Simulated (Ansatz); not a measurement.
**GaCo: energy and pressure over a range of volumes**

One table from this session's results is given with a row withheld; the runs are named, their logs left out.

Computed with Ansatz 0.2.0 (DFT PBE, scalar-relativistic, unless a step's input says otherwise).

## The system as given

It takes space group Pm-3m (No. 221, cubic). Conventional cell: a = 2.883 Å, b = 2.883 Å, c = 2.883 Å, α = 90.00°, β = 90.00°, γ = 90.00°. Ga (site symmetry m-3m) has 8 Co at 2.50 Å as nearest neighbours. Co (site symmetry m-3m) has 8 Ga at 2.50 Å as nearest neighbours.

Coordinates:

```cif
data_structure
_symmetry_space_group_name_H-M 'Pm-3m'
_symmetry_Int_Tables_number 221
_cell_length_a 2.8831
_cell_length_b 2.8831
_cell_length_c 2.8831
_cell_angle_alpha 90.000
_cell_angle_beta 90.000
_cell_angle_gamma 90.000
_cell_volume 23.97
loop_
_atom_site_label
_atom_site_type_symbol
_atom_site_symmetry_multiplicity
_atom_site_Wyckoff_symbol
_atom_site_fract_x
_atom_site_fract_y
_atom_site_fract_z
_atom_site_occupancy
Ga1 Ga 1 b 0.50000 0.50000 0.50000 1
Co1 Co 1 a 0.00000 0.00000 0.00000 1
```

The file gives the conventional cell by its symmetry; the runs use the cell typed in the input.

The structure is an experimental refinement, used without relaxation.

Atoms are numbered in the order of the input: Ga1, Co2.

Set-up of the first run:

input.yaml

```yaml
crystal:
  lattice:
    - [2.8247453739, 0.0, 0.0]
    - [0.0, 2.8247453739, 0.0]
    - [0.0, 0.0, 2.8247453739]
  atoms:
    - { symbol: Ga, position: [0.5, 0.5, 0.5] }
    - { symbol: Co, position: [0.0, 0.0, 0.0], spin: 2.0 }
magnetization:
  spin_polarized: true
kpoints:
  mp_grid: { grid: [11, 11, 11] }
scf:
  occupations: { method: fermi_dirac, width: 0.03 }
hamiltonian:
  xc: pbe
  pseudopotentials: { kind: all_electron, lapw: { basis_error: 0.001 } }
output:
  forces: true
  stress: true
  eigenvalues: true
```

Started as:

```sh
> ansatz run input.yaml --threads 1 --pin off --max-ram 3072MiB --backend cpu --events-out ev --progress --plain --runs-dir out
```

Among the steps run: Volume × 0.9405, LAPW; Volume × 0.9405, PAW; Volume × 0.9405, crystal datasets; Volume × 0.97, LAPW; Volume × 0.97, PAW; Volume × 1.03, LAPW; Volume × 1.03, PAW; Volume × 1.06, LAPW; Volume × 1.06, PAW; Volume × 1.06, crystal datasets.

One of the session's tables, all rows but one given; the rest of the session is left out.

It belongs to the step «The equation of state». 

```
          method  volume (Å³/atom)  moment Co2 (μB)
            LAPW            11.270             0.00
            LAPW            11.623             0.00
            LAPW            11.983             0.02
            LAPW            12.342             0.29
            LAPW            12.701             0.33
             PAW            11.270             0.00
             PAW            11.623             0.00
             PAW            11.983             0.00
             PAW            12.342             0.05
             PAW            12.701                ?
crystal datasets            11.270             0.00
crystal datasets            11.983             0.00
crystal datasets            12.701             0.33
```

Q: Estimate the row for PAW, 12.701 from the others.

The run gave: moment Co2 (μB): 0.32. In the column «moment Co2 (μB)» it lies between LAPW, 12.342 (0.29) and LAPW, 12.701 (0.33).

To keep in mind: Other magnetic orders may lie lower; this is the state that the run reached. Warnings in the runs' records: seeded moment not kept, crystal datasets made.
